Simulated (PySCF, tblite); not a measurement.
# C₆H₁₀NS radical: geometry, infrared bands and EPR parameters

Aim: predict the infrared bands and EPR parameters of C₆H₁₀NS radical (`[H]/N=[C]/C=C/[C@@H](C)CS`).

The runs use tblite 0.8.0 and PySCF 2.14.0, with density-fitted response routines of our own; the level of theory stands in each step. All values are computed, except where a source is named. Atoms count from 0, in the outputs and in this text.

## 1. The molecule as given

18 atoms, charge 0, multiplicity 2; geometry from: force field or distance geometry start.

Bonds of the start (Å): C0–C1 1.53, C1–C2 1.53, C2–C3 1.34, C3–C4 1.43, C4–N5 1.16, C1–C6 1.54, C6–S7 1.83, C0–H8 1.10, C0–H9 1.10, C0–H10 1.09, C1–H11 1.09, C2–H12 1.09, C3–H13 1.08, N5–H14 1.03, C6–H15 1.11, C6–H16 1.09, S7–H17 1.34.

## 2. Geometry optimisation with GFN2-xTB

The job: settings as JSON, then the geometry in Å.

```
{"job": {"kind": "relax", "xc": "GFN2-xTB", "basis": "xTB"}, "charge": 0, "multiplicity": 2}
C     -1.538300    -0.852200    -1.321400
C     -0.795100     0.209300    -0.515200
C      0.490600    -0.416700     0.038700
C      1.711100     0.023100    -0.293300
C      2.874500    -0.602900     0.252000
N      3.827700    -1.116100     0.679400
C     -1.699100     0.749300     0.609600
S     -0.982000     2.197100     1.469100
H     -2.444000    -0.421500    -1.767000
H     -1.857300    -1.698100    -0.692400
H     -0.928400    -1.238900    -2.137200
H     -0.547700     1.024200    -1.189000
H      0.363400    -1.256800     0.724500
H      1.860100     0.848400    -0.967300
H      4.151000    -0.642100     1.540500
H     -1.907600    -0.025700     1.374700
H     -2.660100     1.065600     0.197700
H      0.072500     1.553800     1.984900
```

Run with:

```bash
> OMP_NUM_THREADS=1 python probes_run.py task.json out
```

The driver reads the jobs from task.json and runs them one after another.

**Question.** This job is followed by: GFN2-xTB harmonic vibrations, gas phase; UKS B3LYP, pcH-1 on C H N S, non-relativistic, mean-field spin-orbit, GIAO. What will the session give for the following? strongest single infrared mode (GFN2-xTB); zero-point energy (GFN2-xTB); g(iso) (B3LYP); ⟨S²⟩; largest a(iso) (averaged by class); potential on the surface of density 0.002 e/bohr³, 1st and 99th percentile.

The runs gave:

```
                                                                  quantity                  value
                                 strongest single infrared mode (GFN2-xTB)  2125 cm⁻¹, 585 km/mol
                                              zero-point energy (GFN2-xTB)          88.2 kcal/mol
                                                            g(iso) (B3LYP)                2.00211
                                                                      ⟨S²⟩     0.767 (exact 0.75)
                                        largest a(iso) (averaged by class)   1H on H14, 130.8 MHz
potential on the surface of density 0.002 e/bohr³, 1st and 99th percentile     -1.18 V and 1.93 V
```

**Reading.** Over 54 steps the energy fell by 0.541 eV; of the close pairs, C3–C4 changed most, 1.429 to 1.338 Å. All 48 modes are real, so the xTB geometry is a minimum. The strongest single mode, at 2125 cm⁻¹, moves mainly C4. GFN2-xTB is a fitted tight-binding method: band positions and strengths are rough. Its intensities can rank the bands wrongly. The largest share of the spin, 0.69 e, sits on C2. The isotropic g lies 0.2 ppt below the free-electron value.
